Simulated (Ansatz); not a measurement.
CH₆ClNSi, SMILES C[SiH](N)Cl, a rigid scan of one bond length

Run with Ansatz 0.2.0, Python API.

`scan_ch6clnsi.py`:
```python
# -*- coding: utf-8 -*-
"""Stretching a bond of CH6ClNSi, the rest held rigid."""

from dataclasses import dataclass

import ansatz
import numpy as np


@dataclass
class Settings:
    basis: str = "def2-SVP"
    level: str = "MP2"


settings = Settings()


def main():
    system = (
        ansatz.Crystal.molecule()
        .atom("C", (-0.8568, 0.9466, -0.5048))
        .atom("Si", (-0.0173, -0.558, -0.0919))
        .atom("N", (1.3512, -0.2595, 0.812))
        .atom("Cl", (0.6054, -1.5518, -1.7837))
        .atom("H", (-1.8099, 0.7763, -1.1112))
        .atom("H", (-1.2091, 1.5536, 0.3808))
        .atom("H", (-0.2562, 1.6669, -1.1111))
        .atom("H", (-0.8016, -1.4506, 0.7182))
        .atom("H", (1.1291, -0.0669, 1.8346))
        .atom("H", (1.9483, -1.1077, 0.86))
    )

    symbols = [site.symbol for site in system.cartesian_sites]
    start = np.array([site.position_ang for site in system.cartesian_sites])
    axis = (start[8] - start[2]) / np.linalg.norm(start[8] - start[2])
    moving = [8]
    lengths, energies = [0.936, 0.979, 1.021, 1.064, 1.107, 1.149, 1.192, 1.256], []
    for length in lengths:
        xyz = start.copy()
        xyz[moving] += (length - np.linalg.norm(start[8] - start[2])) * axis
        point = ansatz.Crystal.molecule()
        for symbol, place in zip(symbols, xyz):
            point = point.atom(symbol, place.tolist())
        calc = point.calculation()
        calc = calc.basis(gaussian=settings.basis).correlation(settings.level)
        summary = calc.run(threads=1).report
        energies.append(summary["free_energy_ev"])
        print(f"r = {length:6.3f} A  E = {energies[-1]:.5f} eV  <S^2> = {abs(summary['mean_field']['state']['spin_squared']):.3f}")

    # quartic fit about the minimum
    fit = np.polynomial.Polynomial.fit(lengths, np.array(energies) - min(energies), 4).convert()
    roots = [r.real for r in fit.deriv().roots() if abs(r.imag) < 1e-9 and fit.deriv(2)(r.real) > 0]
    r_e = min(roots, key=lambda r: abs(r - lengths[int(np.argmin(energies))]))
    print(f"minimum of the fit at {r_e:.4f} A, force constant {fit.deriv(2)(r_e):.2f} eV/A^2")


if __name__ == "__main__":
    main()
```

```console
$ python scan_ch6clnsi.py
r =  0.936 A  E = -22981.50197 eV  <S^2> = 0.000
r =  0.979 A  E = -22981.65274 eV  <S^2> = 0.000
r =  1.021 A  E = -22981.69480 eV  <S^2> = 0.000
r =  1.064 A  E = -22981.65536 eV  <S^2> = 0.000
r =  1.107 A  E = -22981.55241 eV  <S^2> = 0.000
r =  1.149 A  E = -22981.40573 eV  <S^2> = 0.000
r =  1.192 A  E = -22981.22053 eV  <S^2> = 0.000
r =  1.256 A  E = -22980.89970 eV  <S^2> = 0.000
minimum of the fit at 1.0205 A, force constant 45.53 eV/A^2
```

Reading the output:
- These settings explore the input space; basis and method may be short of convergence.
- The rest of the molecule is held rigid at a force-field or estimated start geometry, and the basis set is modest; single-reference methods fail as a bond breaks.
- The orbitals are restricted, so S² is zero by construction.
- S² is that of the Hartree-Fock reference.
- The whole script took 6.6 s on 1 thread of Intel(R) Xeon(R) 6975P-C (Granite Rapids), on a shared host, peak memory 0.24 GiB.

(A comment or docstring line of the script was reworded after the run, the code is as it ran; lines on the test bed's own set-up are left out of the output.)
